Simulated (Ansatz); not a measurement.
# Sb2TeO2: the cost of one run

Computed with Ansatz 0.2.0 (DFT PBE, scalar-relativistic, plane waves, PAW, unless a step's input says otherwise).

## Step 1: The system as given

Symmetry: P4/mmm, No. 123, tetragonal system. Conventional cell: a = 4.356 Å, b = 4.356 Å, c = 5.759 Å, α = 90.00°, β = 90.00°, γ = 90.00°. Sb (site symmetry 4mm) is surrounded by 4 O at 2.53 Å and 2 Sb at 2.59 to 3.17 Å and 4 Te at 3.46 Å. Te (site symmetry 4/mmm) has 8 Sb at 3.46 Å in its first shell of neighbours. O (site symmetry mmm) has 4 Sb at 2.53 Å in its first shell of neighbours.

Coordinates:

```
Sb Te O
1.0
     4.35582    0.00000    0.00000
     0.00000    4.35582    0.00000
     0.00000    0.00000    5.75861
Sb Te O
2 1 2
Direct
  0.50000 0.50000 0.72471
  0.50000 0.50000 0.27529
  0.00000 0.00000 0.00000
  0.50000 0.00000 0.50000
  0.00000 0.50000 0.50000
```

A structure generator made this guess: species swapped into a database cell of BaAs2Pd2 (P4/mmm, No. 123), with Te on the Ba sites, Sb on the As sites and O on the Pd sites. Its size is a rough estimate.

## Step 2: The guess as it stands, on a coarse mesh

input.yaml

```yaml
crystal:
  lattice:
    - [4.35582336, 0.0, 0.0]
    - [0.0, 4.35582336, 0.0]
    - [0.0, 0.0, 5.75861282]
  atoms:
    - { symbol: Sb, position: [0.5, 0.5, 0.72470683] }
    - { symbol: Sb, position: [0.5, 0.5, 0.27529317] }
    - { symbol: Te, position: [0.0, 0.0, 0.0] }
    - { symbol: O, position: [0.5, 0.0, 0.5] }
    - { symbol: O, position: [0.0, 0.5, 0.5] }
basis:
  ecutwfc: 420
kpoints:
  mp_grid: { grid: [4, 4, 4] }
hamiltonian:
  xc: pbe
scf:
  occupations: { method: gaussian, width: 0.1 }
  lower_state_search: "off"
output:
  forces: true
  stress: true
  eigenvalues: true
```

The run is started by

```
> ansatz run input.yaml --threads 1 --pin off --max-ram 2560MiB --backend cpu --events-out ev --progress --plain --runs-dir out
```

What time and memory should one allow on 1 thread of Arm Neoverse V1, shared host?

About 4.4 s, with a peak of 0.38 GiB.
